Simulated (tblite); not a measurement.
# H6O11Ti4: the cost of one run

Computed with tblite 0.8.0 and PySCF 2.14.0 and routines of our own; the level stands in each step. Atoms count from 0.

### Step 1. The system as given

21 atoms, charge 0, multiplicity 1; geometry from: force field, distance geometry or constructed start.

### Step 2. Relaxing the molecule with GFN2-xTB

The job: settings as JSON, then the geometry in Å.

```
{"job": {"kind": "relax", "xc": "GFN2-xTB", "basis": "xTB"}, "charge": 0, "multiplicity": 1}
Ti    -0.748800     0.889400     0.829200
Ti    -0.756900     0.893800    -2.135100
Ti     1.548500    -1.408100    -0.647700
Ti     1.542600    -1.401400     2.304100
O      0.141100     1.785800    -0.645300
O      0.644100    -0.510500     0.828200
O     -2.154800     2.294100     0.827500
O     -1.646200    -0.001900    -0.647200
O      0.650100    -0.512100    -2.128600
O     -2.157700     2.291600    -2.126600
O     -1.651700    -0.005800    -3.609800
O      0.139600    -2.809000    -0.648700
O      2.435700    -2.300900     0.835800
O      0.649600    -0.510600     3.787100
O      2.942200     0.000500     2.310500
H      0.402000    -0.971200     4.625400
H      3.824200    -0.133300     2.723500
H     -1.528100     0.261100    -4.543000
H      0.272100    -3.684600    -1.058500
H     -2.526500     2.667700     1.658100
H     -2.026600     3.175600    -2.539000
```

Command:

```bash
$ OMP_NUM_THREADS=1 python large_run.py task.json out
```

The driver reads the jobs from task.json and runs them one after another.

Q: Estimate the wall time and peak memory of this first job on 1 thread of Arm Neoverse N1, shared host.

About 8.8 s, with a peak of 0.16 GiB.
